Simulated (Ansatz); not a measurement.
# AlGa5Sb6: the cost of one run

Computed with Ansatz 0.2.0 (DFT PBE, scalar-relativistic, plane waves, PAW, unless a step's input says otherwise).

## (1) The structure to begin with

Symmetry: P-4m2, No. 115, tetragonal system. Conventional cell: a = 4.398 Å, b = 4.398 Å, c = 18.631 Å, α = 90.00°, β = 90.00°, γ = 90.00°. Around Al (site symmetry -4m2) lie 4 Sb at 2.69 Å. Ga (site symmetry 2mm) is surrounded by 4 Sb at 2.69 Å. Ga (site symmetry -4m2) is surrounded by 4 Sb at 2.69 Å. Sb (site symmetry 2mm) is surrounded by 4 Ga at 2.69 Å. Around Sb (site symmetry 2mm) lie 2 Al at 2.69 Å and 2 Ga at 2.69 Å.

As a file:

```cif
data_structure
_symmetry_space_group_name_H-M 'P-4m2'
_symmetry_Int_Tables_number 115
_cell_length_a 4.3982
_cell_length_b 4.3982
_cell_length_c 18.6314
_cell_angle_alpha 90.000
_cell_angle_beta 90.000
_cell_angle_gamma 90.000
_cell_volume 360.41
loop_
_atom_site_label
_atom_site_type_symbol
_atom_site_symmetry_multiplicity
_atom_site_Wyckoff_symbol
_atom_site_fract_x
_atom_site_fract_y
_atom_site_fract_z
_atom_site_occupancy
Al1 Al 1 a 0.00000 0.00000 0.00000 1
Ga1 Ga 2 e 0.00000 0.00000 0.66656 1
Ga2 Ga 2 f 0.50000 0.50000 0.83303 1
Ga3 Ga 1 c 0.50000 0.50000 0.50000 1
Sb1 Sb 2 g 0.50000 0.00000 0.74980 1
Sb2 Sb 2 g 0.00000 0.50000 0.91654 1
Sb3 Sb 2 g 0.50000 0.00000 0.41672 1
```

The start is the relaxed end of an invented cell (made as: elements ordered on the sites of the GaSb type, Al/Ga on Ga (P-4m2, No. 115)), taken up again for a closer look.

## (2) Probe: one point on a coarse mesh

input.yaml

```yaml
crystal:
  lattice:
    - [4.3982387, 0.0, 0.0]
    - [0.0, 4.3982387, 0.0]
    - [0.0, 0.0, 18.6313789]
  atoms:
    - { symbol: Al, position: [0.0, 0.0, 0.0] }
    - { symbol: Ga, position: [0.0, 0.0, 0.666562] }
    - { symbol: Ga, position: [0.5, 0.5, 0.833026] }
    - { symbol: Ga, position: [0.5, 0.5, 0.166974] }
    - { symbol: Ga, position: [0.0, 0.0, 0.333438] }
    - { symbol: Ga, position: [0.5, 0.5, 0.5] }
    - { symbol: Sb, position: [0.5, 0.0, 0.749803] }
    - { symbol: Sb, position: [0.0, 0.5, 0.916541] }
    - { symbol: Sb, position: [0.5, 0.0, 0.083459] }
    - { symbol: Sb, position: [0.0, 0.5, 0.250197] }
    - { symbol: Sb, position: [0.5, 0.0, 0.416721] }
    - { symbol: Sb, position: [0.0, 0.5, 0.583279] }
basis:
  ecutwfc: 420
kpoints:
  mp_grid: { grid: [4, 4, 1] }
hamiltonian:
  xc: pbe
scf:
  occupations: { method: gaussian, width: 0.1 }
  lower_state_search: "off"
output:
  forces: true
  stress: true
  eigenvalues: true
```

The run is started by

```bash
> ansatz run input.yaml --threads 4 --pin off --max-ram 8192MiB --backend cpu --events-out ev --progress --plain --runs-dir out
```

**Question.** How long does this run take on 4 threads of Intel Xeon 6975P-C (Granite Rapids), shared host, and how much memory does it need?

About 2 s, with a peak of 0.97 GiB.
